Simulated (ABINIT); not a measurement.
Ga2SiS:

```
CELL_PARAMETERS angstrom
3.74612 0.00000 0.00000
0.00000 3.74612 0.00000
0.00000 0.00000 5.30493
ATOMIC_POSITIONS crystal
Ga 0.00000 0.50000 0.50000
Ga 0.50000 0.00000 0.50000
Si 0.50000 0.50000 0.00000
S 0.00000 0.00000 0.00000
```

The cell was built by a generator and needn't be a form met in nature.

| Item | Value |
| --- | --- |
| Program | ABINIT 10.8.3 (patched build) |
| Task | relaxation of cell and atoms |
| Functional | LDA |
| Potentials or basis | JTH PAW LDA v2.0 |
| Cutoff | 544 eV |
| k mesh | 5 × 5 × 4 |
| Occupations | fermi-dirac, width 0.05 eV |
| Spin | no spin polarisation |

At the start: pressure -4.7 GPa; volume 18.61 Å³/atom.

Where does the relaxation end?

Over 10 steps the energy falls by 23.2 meV/atom and the volume is 17.19 Å³/atom (-7.7 %); space group P4/mmm (No. 123, to 0.05 Å).

The path:
| step | energy change (eV) | largest force (eV/Å) | pressure (GPa) | volume (Å³) |
| --- | --- | --- | --- | --- |
| 1 | 0.0000 | 0.0000 | -4.73 | 74.45 |
| 2 | -0.0301 | 0.0000 | -4.02 | 73.37 |
| 3 | -0.0896 | 0.0000 | 0.97 | 67.97 |
| 4 | -0.0924 | 0.0000 | -0.12 | 68.95 |
| 5 | -0.0924 | 0.0000 | -0.03 | 68.86 |
| 6 | -0.0925 | 0.0000 | 0.02 | 68.81 |
| 7 | -0.0926 | 0.0000 | 0.10 | 68.70 |
| 8 | -0.0927 | 0.0000 | 0.10 | 68.67 |
| 9 | -0.0927 | 0.0000 | 0.04 | 68.71 |
| 10 | -0.0927 | 0.0000 | 0.00 | 68.75 |

Final structure:
```
Ga Si S
1.0
     3.64370    0.00000    0.00000
     0.00000    3.64370    0.00000
     0.00000    0.00000    5.17820
Ga Si S
2 1 1
Cartesian
  0.0000 1.8218 2.5891
  1.8218 0.0000 2.5891
  1.8218 1.8218 0.0000
  0.0000 0.0000 0.0000
```
